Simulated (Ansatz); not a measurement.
# BFGeH4S: the cost of one run

All numbers are computed with Ansatz 0.2.0, driven from Python. Level of theory: wB97/def2-TZVP.

## (1) The system

Bond lengths: F1–B2 1.449 Å, B2–Ge3 2.012 Å, Ge3–S4 2.288 Å, B2–H5 1.163 Å, Ge3–H6 1.528 Å, Ge3–H7 1.586 Å, S4–H8 1.429 Å. Angles: F1–B2–Ge3 119.6°, F1–B2–H5 120.1°, Ge3–B2–H5 120.3°, B2–Ge3–S4 109.8°, B2–Ge3–H6 111.3°, B2–Ge3–H7 109.4°, S4–Ge3–H6 110.5°, S4–Ge3–H7 105.6°, H6–Ge3–H7 110.0°, Ge3–S4–H8 88.8°.

No structure file is read: the coordinates are typed or built in the script.

## (2) The script

bfgeh4s.py

```python
"""Single point of BFGeH4S."""

import ansatz as az

BASIS = "def2-TZVP"

geometry = (
    az.Crystal.molecule()
    .atom("F", [-1.5206, -1.5793, 0.5598])
    .atom("B", [-0.8527, -0.3884, 1.0443])
    .atom("Ge", [0.2326, 0.7297, -0.2292])
    .atom("S", [1.9076, -0.5369, -1.1381])
    .atom("H", [-0.9039, -0.1092, 2.1725])
    .atom("H", [-0.6431, 1.3273, -1.3289])
    .atom("H", [0.9601, 1.8874, 0.5744])
    .atom("H", [0.9121, -1.3876, -1.7108])
)

job = (
    geometry.calculation()
    .basis(gaussian=BASIS)
    .functional(az.LibraryFunctional("wB97"))
)
print(job.to_yaml())
res = job.run(threads=1)
data = res.report

print(f"E = {data['free_energy_ev']:.6f} eV = {data['free_energy_ev'] / 27.211386246:.7f} Ha")
print("converged:", data["converged"], " doubts:", data["published_state_doubts"] or "none")

field = data["mean_field"]
print("<S^2> =", round(abs(field["state"]["spin_squared"]), 4), " all-electron relativity setting:", field["relativity"])
print("passes:", field["passes"])
if "symmetry" in field:
    print("occupied orbitals by irrep:", field["symmetry"]["occupied"])
```

## (3) Running it

Command:

```sh
python bfgeh4s.py
```

**Question.** How long does this script take on 1 thread of Intel Xeon Platinum 8488C (Sapphire Rapids), shared host, and how much memory does it need?

About 13 s, with a peak of 0.38 GiB.
